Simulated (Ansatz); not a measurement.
# Sn3P4: the cost of one run

Computed with Ansatz 0.2.0 (DFT PBE, scalar-relativistic, plane waves, PAW, unless a step's input says otherwise).

## (1) The structure to begin with

Symmetry: Cmmm, No. 65, orthorhombic system. Conventional cell: a = 6.303 Å, b = 8.759 Å, c = 6.928 Å, α = 90.00°, β = 90.00°, γ = 90.00°. Sn (site symmetry m2m) is surrounded by 2 P at 2.14 Å. Sn (site symmetry mmm) has 10 P at 3.00 to 3.59 Å in its first shell of neighbours. P (site symmetry m2m) is surrounded by 3 P at 2.21 to 2.75 Å and 1 Sn at 3.00 Å. P (site symmetry mm2) has 2 Sn at 2.14 Å and 2 P at 2.21 Å in its first shell of neighbours.

As a file:

```cif
data_structure
_symmetry_space_group_name_H-M 'P 1'
_symmetry_Int_Tables_number 1
_cell_length_a 5.3954
_cell_length_b 5.3954
_cell_length_c 6.9277
_cell_angle_alpha 90.000
_cell_angle_beta 90.000
_cell_angle_gamma 108.522
_cell_volume 191.22
loop_
_atom_site_label
_atom_site_type_symbol
_atom_site_fract_x
_atom_site_fract_y
_atom_site_fract_z
_atom_site_occupancy
Sn1 Sn 0.14191 0.85809 0.00000 1
Sn2 Sn 0.85809 0.14191 0.00000 1
Sn3 Sn 0.50000 0.50000 0.50000 1
P1 P 0.15711 0.84289 0.50000 1
P2 P 0.84289 0.15711 0.50000 1
P3 P 0.00000 0.00000 0.25065 1
P4 P 0.00000 0.00000 0.74935 1
```

A structure generator made this guess: random cell by space group and Wyckoff sites (Cmmm, No. 65). Its size is a rough estimate.

## (2) Probe: one point on a coarse mesh

input.yaml reads:

```yaml
crystal:
  lattice:
    - [3.15142134, -4.37937546, 0.0]
    - [3.15142134, 4.37937546, 0.0]
    - [0.0, 0.0, 6.92773137]
  atoms:
    - { symbol: Sn, position: [0.14190682, 0.85809318, 0.0] }
    - { symbol: Sn, position: [0.85809318, 0.14190682, 0.0] }
    - { symbol: Sn, position: [0.5, 0.5, 0.5] }
    - { symbol: P, position: [0.15710992, 0.84289008, 0.5] }
    - { symbol: P, position: [0.84289008, 0.15710992, 0.5] }
    - { symbol: P, position: [0.0, 0.0, 0.25065336] }
    - { symbol: P, position: [0.0, 0.0, 0.74934664] }
basis:
  ecutwfc: 420
kpoints:
  mp_grid: { grid: [4, 4, 4] }
hamiltonian:
  xc: pbe
scf:
  occupations: { method: gaussian, width: 0.1 }
  lower_state_search: "off"
output:
  forces: true
  stress: true
  eigenvalues: true
```

Command:

```sh
ansatz run input.yaml --threads 1 --pin off --max-ram 2560MiB --backend cpu --events-out ev --progress --plain --runs-dir out
```

What time and memory should one allow on 1 thread of Arm Neoverse V2, shared host?

About 9.3 s, with a peak of 0.45 GiB.
